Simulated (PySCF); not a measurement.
The system is F3Si2H3, in a box.

```
F Si H
1.0
    13.00000    0.00000    0.00000
     0.00000   13.00000    0.00000
     0.00000    0.00000   14.00000
F Si H
3 2 3
Cartesian
  4.8050 6.5040 8.5106
  6.7112 4.6220 5.8940
  5.8324 6.8272 4.9258
  6.3031 6.9399 8.1495
  6.8490 6.2048 5.9798
  6.3974 8.4200 8.2267
  7.2255 6.3323 9.1423
  8.2210 6.5610 5.5457
```

Program: PySCF 2.14.0. Alike in all runs: task atomic charges; potentials or basis 6-31g* (all-electron); no spin polarisation; cell as given; k mesh 1 × 1 × 1; smearing fixed.

Question: Order these runs on this cell by their band gap on the k mesh, lowest first.
A. level WC
B. level LC-wPBE+D4; three-body dispersion term yes; exxdiv ewald
C. level CAM-B3LYP+D3(BJ); three-body dispersion term no; exxdiv ewald
D. level BHandHLYP+D3(BJ); three-body dispersion term no; exxdiv ewald

Answer: A (5.43 eV), D (9.88 eV), C (10.09 eV), B (12.59 eV).

Caveats: this is a molecule in a periodic box at the Γ point, so its band gap is the HOMO-LUMO gap; the basis of atomic orbitals isn't converged, which shifts pressures, moduli and gaps.

